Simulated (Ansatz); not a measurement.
# CH5Ga: one structure at several levels

One table from this session's results is given with a row withheld; the runs are named, their logs left out.

The runs use Ansatz 0.2.0, Gaussian basis; single points in def2-TZVPP.

Correlated methods freeze the cores. Filled d shells of the heavier atoms are correlated.

## Starting geometry

7 atoms, charge 0, spin multiplicity 1.

Atoms are counted from 1 here; the program's logs count them from 0.

Bond lengths: Ga1–C2 2.319 Å, Ga1–H4 1.984 Å, C2–H5 1.065 Å, C2–H6 1.103 Å, C2–H7 1.104 Å. Angles: C2–Ga1–H4 83.1°, Ga1–C2–H5 168.0°, Ga1–C2–H6 74.5°, Ga1–C2–H7 73.1°, H5–C2–H6 109.1°, H5–C2–H7 114.6°, H6–C2–H7 111.9°.

Geometry (Å):

```xyz
7
charge 0, multiplicity 1
Ga   -0.6351    0.3909   -1.4849
C     0.5265   -0.1406    0.4504
H     1.2757    0.1850   -0.7233
H    -2.1925    0.4208   -0.2568
H     1.2363   -0.3907    1.2044
H    -0.0776   -1.0325    0.2138
H    -0.1052    0.7341    0.6849
```

Set-up of the first run:

File run/in.yaml:

```yaml
crystal:
  periodic: [false, false, false]
  atoms:
    - {symbol: Ga, position_ang: [-0.635100, 0.390900, -1.484900]}
    - {symbol: C, position_ang: [0.526500, -0.140600, 0.450400]}
    - {symbol: H, position_ang: [1.275700, 0.185000, -0.723300]}
    - {symbol: H, position_ang: [-2.192500, 0.420800, -0.256800]}
    - {symbol: H, position_ang: [1.236300, -0.390700, 1.204400]}
    - {symbol: H, position_ang: [-0.077600, -1.032500, 0.213800]}
    - {symbol: H, position_ang: [-0.105200, 0.734100, 0.684900]}
basis:
  gaussian: {orbitals: def2-TZVPP}
correlation: {method: ccsd_t}
output: {forces: true}
```

No record of the launch command was kept for these runs.

Steps of the session up to this table: CCSD(T)/def2-TZVPP; PBE0-D4/def2-TZVPP; wB97M-V/def2-TZVPP; r2SCAN-D4/def2-TZVPP; PBE-D4/def2-TZVPP; r2SCANh-D4/def2-TZVPP; SPW92/def2-TZVPP.

One table of the session follows, with a row left open; its other results are not shown here.

| method | RMS force component (eV/Å) | angle to CCSD(T) forces (°) | dipole (D) |
| --- | --- | --- | --- |
| CCSD(T) | 1.465 | reference | 3.20 |
| PBE0-D4 | 1.463 | 2.7 | 3.17 |
| wB97M-V | 1.514 | 1.7 | 3.31 |
| r2SCAN-D4 | 1.417 | 3.1 | 3.21 |
| PBE-D4 | 1.368 | 5.9 | 3.03 |
| r2SCANh-D4 | ? | ? | ? |
| SPW92 | 1.388 | 9.0 | 2.95 |

Estimate the missing values for r2SCANh-D4.

As computed: RMS force component (eV/Å): 1.448; angle to CCSD(T) forces (°): 3.0; dipole (D): 3.24. In the column «RMS force component (eV/Å)» it lies between r2SCAN-D4 (1.417) and PBE0-D4 (1.463).

To keep in mind: CCSD(T) in triple zeta still lacks some correlation energy of the bonds, so part of these gaps is its own basis error and they don't rank the functionals.
